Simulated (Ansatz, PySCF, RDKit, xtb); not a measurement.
**Solving CH7GaSn, step by step**

Task: start from the formula CH7GaSn, draw up candidate structures, narrow them down in stages, and characterise the one that lies lowest at 298.15 K.

The funnel: GFN2-xTB relaxations, single points with a density functional, relaxations at B3LYP-D3(BJ)/def2-SVP, harmonic vibrations, and a last energy at a higher level. All values are calculated.

6 further runs of the same task are left out: 6 set aside as unsound or not needed.

## 1. Candidates

All bonding patterns within simple valence rules are listed by program: one Lewis structure each, at most two rings and one unusual centre or charged pair. O–O, O–halogen and N–halogen bonds and N–N–N chains are not drawn. That gives 5 candidates.

| label | SMILES | spin |
| --- | --- | --- |
| c349 | [CH3][SnH+][GaH3-] | singlet |
| c388 | [GaH2][CH2][SnH3] | singlet |
| c573 | [CH3][SnH2][GaH2] | singlet |
| c749 | [CH3][GaH2-][SnH2+] | singlet |
| c909 | [CH3][GaH][SnH3] | singlet |

Candidates are built by distance geometry, with a force field where one applies, in up to four conformers (letters a to d). 10 starts with atoms placed at random are added, to find patterns that the rules miss.

Q: Predict the outcome of this search (final energies at CCSD(T)/def2-SVP + MP2/def2-TZVPP - MP2/def2-SVP).

| quantity | value |
| --- | --- |
| lowest structure found | [CH3][GaH][SnH3], singlet, C1 |
| next finalist | [CH3][SnH2][GaH2], singlet, 3.1 kcal/mol higher in G |
| share at equilibrium, among the finalists | 99.5 % |
| harmonic wavenumbers, lowest and highest (B3LYP-D3(BJ)/def2-SVP) | 16i and 3143 cm⁻¹ |
| rotational constants, same geometry | 0.3721, 0.03794, 0.0352 cm⁻¹ |
| dipole moment (PBE0/def2-TZVPD) | 1.43 D |
| HOMO energy (PBE0/def2-TZVPD) | -7.14 eV |
| LUMO energy (PBE0/def2-TZVPD) | -1.92 eV |
| HOMO–LUMO gap (PBE0/def2-TZVPD) | 5.22 eV |
| lowest excitation (TD-PBE0/def2-SVPD) | 3.97 eV (f = 0.008) |
| strongest of the states computed, same level | 6.74 eV (f = 0.461) |
| lowest triplet excitation, same level, Tamm-Dancoff | 3.38 eV |
| vertical ionisation energy | 8.98 eV |
| vertical electron affinity | 0.44 eV |
| vertical triplet less singlet | +3.40 eV |

The lowest structure found is `[CH3][GaH][SnH3]`. Among the finalists first place is clear (3.1 kcal/mol); structures outside the list aren't covered. B3LYP-D3(BJ)/def2-SVP, HF/def2-SVP and MP2/def2-SVP already put its bonding pattern lowest among the structures in one piece. Spin-orbit coupling, which matters for elements this heavy, is left out. The search is not exhaustive (a finite list of starts, one conformer a finalist), so a lower isomer can't be ruled out. Patterns outside the rules of the enumeration were met only by chance. The lowest isomer need not be the one that is made and kept in a bottle, which depends on barriers.
